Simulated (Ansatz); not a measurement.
# C₅H₈OS: a ladder of functionals and wavefunction methods

The task here is to estimate one member of a computed series from the others.

Computed with Ansatz 0.2.0, Gaussian basis. Level: functionals in def2-TZVPP, the program's frozen cores in correlated methods.

Plan: PBE-D4, r2SCAN-D4, PBE0-D4, B3LYP-D4, ωB97X-V, ωB97M-V, B2PLYP; CCSD(T)/def2-TZVPP; MP2/def2-QZVPP; extrapolation to the limit.

**Structure used throughout**

An earlier PBE0-D4 in a triple-zeta def2 set relaxation fixed the geometry.

SMILES `O=C1CCSCC1`, 15 atoms, charge 0, spin multiplicity 1.

Atoms are counted from 1 here; the program's logs count them from 0.

Bond lengths: O1–C2 1.205 Å, C2–C3 1.512 Å, C2–C7 1.511 Å, C3–C4 1.517 Å, C3–H8 1.097 Å, C3–H9 1.092 Å, C4–S5 1.815 Å, C4–H10 1.093 Å, C4–H11 1.091 Å, S5–C6 1.815 Å, C6–C7 1.518 Å, C6–H12 1.093 Å, C6–H13 1.091 Å, C7–H14 1.097 Å, C7–H15 1.092 Å. Angles: O1–C2–C3 121.9°, O1–C2–C7 121.9°, C3–C2–C7 116.2°, C2–C3–C4 112.9°, C2–C3–H8 107.5°, C2–C3–H9 107.8°, C4–C3–H8 109.7°, C4–C3–H9 111.6°, H8–C3–H9 107.1°, C3–C4–S5 113.0°, C3–C4–H10 110.4°, C3–C4–H11 110.5°, S5–C4–H10 109.6°, S5–C4–H11 105.7°, H10–C4–H11 107.3°, C4–S5–C6 100.3°, S5–C6–C7 113.0°, S5–C6–H12 109.6° and more.

The first run:

in.yaml reads:

```yaml
crystal:
  periodic: [false, false, false]
  atoms:
    - {symbol: O, position_ang: [-0.890453, 2.325246, -0.012333]}
    - {symbol: C, position_ang: [-0.459717, 1.200187, -0.008101]}
    - {symbol: C, position_ang: [-1.368425, -0.003021, -0.114026]}
    - {symbol: C, position_ang: [-0.727913, -1.163582, -0.852505]}
    - {symbol: S, position_ang: [0.706439, -1.852528, 0.019870]}
    - {symbol: C, position_ang: [1.314898, -0.366821, 0.866246]}
    - {symbol: C, position_ang: [1.019661, 0.911691, 0.103922]}
    - {symbol: H, position_ang: [-1.627278, -0.311724, 0.906355]}
    - {symbol: H, position_ang: [-2.293843, 0.318882, -0.596903]}
    - {symbol: H, position_ang: [-0.433561, -0.858885, -1.859909]}
    - {symbol: H, position_ang: [-1.435560, -1.987451, -0.955573]}
    - {symbol: H, position_ang: [0.890448, -0.317652, 1.872112]}
    - {symbol: H, position_ang: [2.391470, -0.506548, 0.973754]}
    - {symbol: H, position_ang: [1.419486, 0.835194, -0.914793]}
    - {symbol: H, position_ang: [1.494350, 1.777011, 0.571865]}
basis:
  gaussian: {orbitals: def2-TZVPP}
hamiltonian: {xc: pbe, dispersion: d4}
output: {forces: true, orbitals: {seedname: orbitals}}
```

Run with:

```
$ ansatz run in.yaml --threads 2 --pin off --events-out ev --progress --plain --max-ram 32768MiB --backend cuda --devices 0, --max-vram 18GiB
```

Among the steps run: PBE-D4 (GGA); r2SCAN-D4 (meta-GGA); PBE0-D4 (hybrid); B3LYP-D4 (hybrid); ωB97X-V (range-separated); ωB97M-V (range-separated); B2PLYP (double hybrid); CCSD(T) in def2-TZVPP; MP2 in def2-QZVPP.

One table of the session follows, with a row left open; its other results are not shown here.

```
            method  atomisation energy (kJ/mol)
            PBE-D4                       6450.3
         r2SCAN-D4                       6287.7
           PBE0-D4                            ?
          B3LYP-D4                       6246.7
           ωB97X-V                       6279.1
           ωB97M-V                       6284.4
            B2PLYP                       6184.0
     HF/def2-TZVPP                       4533.6
    MP2/def2-TZVPP                       6226.4
   CCSD/def2-TZVPP                       5986.1
CCSD(T)/def2-TZVPP                       6093.2
           MP2/CBS                       6381.7
       CCSD(T)/CBS                       6248.5
```

Q: Estimate the row for PBE0-D4 from the others.

The run gave: atomisation energy (kJ/mol): 6329.2. In the column «atomisation energy (kJ/mol)» it lies between r2SCAN-D4 (6287.7) and MP2/CBS (6381.7).

To keep in mind: Free atoms (1 O, 5 C, 1 S, 8 H) were run apart at each level; the atomisation energy is their sum less the molecule, without zero-point or spin-orbit terms.
